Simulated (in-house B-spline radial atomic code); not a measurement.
**Pb¹⁷⁺: ionisation energy by several methods**

How far do functionals differ on the ionisation energy of Pb¹⁷⁺? Each run solves Pb¹⁷⁺ and then the next ion ([Kr] 4d10 4f14 5s2 5p2).

Program: in-house B-spline radial atomic code version 1. Level of theory: Dirac-Coulomb, several functionals; spherical all-electron atom at the radial basis limit. These are calculated values, not measurements, unless marked.

### Step 1. The atom as given

- element: lead (Z = 82)
- charge: +17
- electrons: 65
- configuration: [Kr] 4d10 4f14 5s2 5p3
- nucleus: Fermi, rms radius 5.501 fm

The outer shells:

[Kr] 4d10 4f14 5s2 5p3
```
[Kr] core
4d [↑↓][↑↓][↑↓][↑↓][↑↓]
4f [↑↓][↑↓][↑↓][↑↓][↑↓][↑↓][↑↓]
5s [↑↓]
5p [↑ ][↑ ][↑ ]
```

The boxes only draw the filling; these runs are spin-restricted and spherical.

### Step 2. relativistic LDA

Settings, as recorded:

```ini
Z = 82
electrons = 65.0
configuration = [Kr] 4d10 4f14 5s2 5p3
hamiltonian = dirac
method = lda_x_rel,vwn
spin_polarised = False
nucleus = fermi
rms_radius = 5.5012
mass_number = 208
atomic_mass = 207.976652005
speed_of_light = 137.035999084
```

### Step 3. BLYP

The settings differ from step 2 so:

```diff
@@ -4,3 +4,3 @@
 hamiltonian = dirac
-method = lda_x_rel,vwn
+method = b88,lyp
 spin_polarised = False
```

Before running: The tabulated ionisation energy is 427 ± 21 eV (tabulated theoretical; NIST Atomic Spectra Database). What does each method give, and which comes nearest?

The runs gave:

| method | rung | total energy (hartree) | ΔSCF (eV) | −ε highest (eV) | ΔSCF less tabulated (eV) |
| --- | --- | --- | --- | --- | --- |
| relativistic LDA | LDA | -20765.9632 | 424.30 | 401.36 (5p3/2) | -2.70 |
| BLYP | GGA | -20822.8807 | 424.10 | 401.13 (5p3/2) | -2.90 |

What this shows: Against the tabulated ionisation energy, 427 ± 21 eV (tabulated theoretical; NIST Atomic Spectra Database), the best here is relativistic LDA (-2.70 eV) and the worst BLYP (-2.90 eV, or 0.68 %). The table's own uncertainty is as large as these misses, so the order means little. All methods miss on the same side by much the same amount, which points to something that they share. Open shells are averaged (over orientations, and over spins where the run is restricted), while tables refer to the lowest levels. For the semilocal functionals minus the highest level recovers only 95 % of their own ΔSCF value, a mark of self-interaction.

Members of this set that are not shown: 2 used exact exchange with fractional occupations of an open shell, which is unsound here.
